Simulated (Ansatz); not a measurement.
# ClH2SeSi radical: how energies converge with the basis set

Aim: see how fast density functionals converge with the basis set for ClH2SeSi radical.

The runs use Ansatz 0.2.0, Gaussian basis; one geometry, several basis sets.

Levels to be run: PBE0-D4/def2-SVP; ωB97M-V/def2-SVP; PBE0-D4/def2-QZVPP; ωB97M-V/def2-QZVPP; the functionals' def2-TZVPP values are taken from earlier runs.

### Step 1. Structure used throughout

An earlier PBE0-D4 in a triple-zeta def2 set relaxation fixed the geometry.

SMILES `Cl[SiH][SeH]`, 5 atoms, charge 0, spin multiplicity 2.

Atoms are counted from 1 here; the program's logs count them from 0.

Bond lengths: Cl1–Si2 2.061 Å, Si2–Se3 2.266 Å, Si2–H4 1.489 Å, Se3–H5 1.469 Å. Angles: Cl1–Si2–Se3 113.7°, Cl1–Si2–H4 107.9°, Se3–Si2–H4 104.8°, Si2–Se3–H5 93.1°.

As a file:

```xyz
5

Cl   -2.0985   -0.2861    0.1439
Si   -0.1218   -0.7612   -0.1939
Se    1.3008    0.9729    0.1282
H     0.2838   -1.7781    0.8159
H     0.6857    1.7788   -0.9355
```

### Step 2. PBE0-D4 in def2-SVP

File in.yaml:

```yaml
crystal:
  periodic: [false, false, false]
  atoms:
    - {symbol: Cl, position_ang: [-2.098530, -0.286133, 0.143861]}
    - {symbol: Si, position_ang: [-0.121807, -0.761218, -0.193904]}
    - {symbol: Se, position_ang: [1.300766, 0.972904, 0.128184]}
    - {symbol: H, position_ang: [0.283787, -1.778051, 0.815916]}
    - {symbol: H, position_ang: [0.685683, 1.778797, -0.935457]}
basis:
  gaussian: {orbitals: def2-SVP}
magnetization: {spin_polarized: true, initial_magnetization: 1}
hamiltonian: {xc: pbe0, dispersion: d4}
output: {orbitals: {seedname: orbitals}}
```

After this run come: ωB97M-V in def2-SVP; PBE0-D4 in def2-QZVPP; ωB97M-V in def2-QZVPP.

Before running them: what should the planned runs give, taken together? Wanted: PBE0-D4: double and triple zeta above quadruple; ωB97M-V: double and triple zeta above quadruple.

As calculated:

| quantity | value |
| --- | --- |
| PBE0-D4: double and triple zeta above quadruple | 17.21, 2.01 eV |
| ωB97M-V: double and triple zeta above quadruple | 17.06, 1.94 eV |

**Reading.** PBE0-D4 gains 15.20 eV from double to triple zeta, then 2.01 eV more. Total energies overstate the basis error of differences, where much of it tends to cancel.
